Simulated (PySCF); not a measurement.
# [Hg(HCN)]2+: other functionals and bases at one geometry

One table from this session's results is given with a row withheld; the runs are named, their logs left out.

Program: PySCF 2.14.0. Level of theory: several levels, as the steps say, no spin–orbit coupling. These are calculated values, not measurements.

1 further run of the same task is left out (for a known fault of the program).

## The starting structure

4 atoms, charge 2, spin multiplicity 1.

Bond lengths: Hg1–N2 2.037 Å, N2–C3 1.150 Å, C3–H4 1.105 Å. Angles: Hg1–N2–C3 180.0°, N2–C3–H4 180.0°.

Coordinates:

```
atom   x (Å)   y (Å)    z (Å)
 Hg1  0.0000  0.0000  -0.2617
  N2  0.0000  0.0000   1.7750
  C3  0.0000  0.0000   2.9247
  H4  0.0000  0.0000   4.0293
```

Formal oxidation states: Hg +2. An earlier session relaxed this geometry at PBE0, Hg def2-SVP with ECP60, N def2-SVP, C def2-SVP, H def2-SVP (singlet, point group C∞v).

At PBE0 on the finer grid: E = -245.864725 Eh, HOMO -22.99 eV, LUMO -17.39 eV, Mulliken charge on Hg1 +1.58 e, largest force component 0.011 eV/Å. 

Levels to run: M06-L; wB97X; PBE0, TZVP. Hardware: 2 threads of Intel Xeon 6975P-C (Granite Rapids), shared host.

Set-up of the first run:

Input file run.py (the lines that set the calculation):

```python
mol = gto.M(atom='''
Hg     0.00000     0.00000    -0.26168
N      0.00000     0.00000     1.77496
C      0.00000     0.00000     2.92470
H      0.00000     0.00000     4.02928''',
    basis={'Hg': 'def2-SVP', 'N': 'def2-SVP', 'C': 'def2-SVP', 'H': 'def2-SVP'},
    ecp={'Hg': 'def2-SVP'},
    charge=2, spin=0)
mf = dft.RKS(mol, xc='M06L')
mf.grids.atom_grid = (75, 302)
mf = mf.density_fit()  # fitting sets: Hg def2-universal-JKFIT, N def2-universal-JKFIT, C def2-universal-JKFIT, H def2-universal-JKFIT
mf.conv_tol = 1e-08; mf.max_cycle = 55
mf.kernel(dm0)  # dm0: the density of the relaxed state
```

The run is started by

```
$ OMP_NUM_THREADS=2 python run.py
```

Steps of the session up to this table: M06-L; wB97X; PBE0, TZVP.

One of the session's tables, all rows but one given; the rest of the session is left out.

| level | HOMO (eV) | gap (eV) | charge on Hg1 (e) | dipole (D) | largest force component (eV/Å) |
| --- | --- | --- | --- | --- | --- |
| PBE0 (relaxed here) | -22.99 | 5.60 | 1.58 | 6.60 | 0.01 |
| M06-L | ? | ? | ? | ? | ? |
| wB97X | -25.40 | 10.53 | 1.59 | 6.43 | 0.34 |
| PBE0, TZVP | -22.88 | 5.47 | 1.47 | 6.61 | 1.05 |

Q: Estimate the row for M06-L from the others.

As computed: HOMO (eV): -21.68; gap (eV): 4.00; charge on Hg1 (e): 1.61; dipole (D): 6.49; largest force component (eV/Å): 0.65. In the column «HOMO (eV)» it is the highest.

The dipole of a charged species depends on the origin, so these sizes hold for this origin alone.

In one basis the HOMO–LUMO gap runs from 4.00 eV (M06-L) to 10.53 eV (wB97X). The largest leftover force, 1.05 eV/Å with PBE0, TZVP, stands at a geometry relaxed at another level. Total energies of different levels can't be compared.
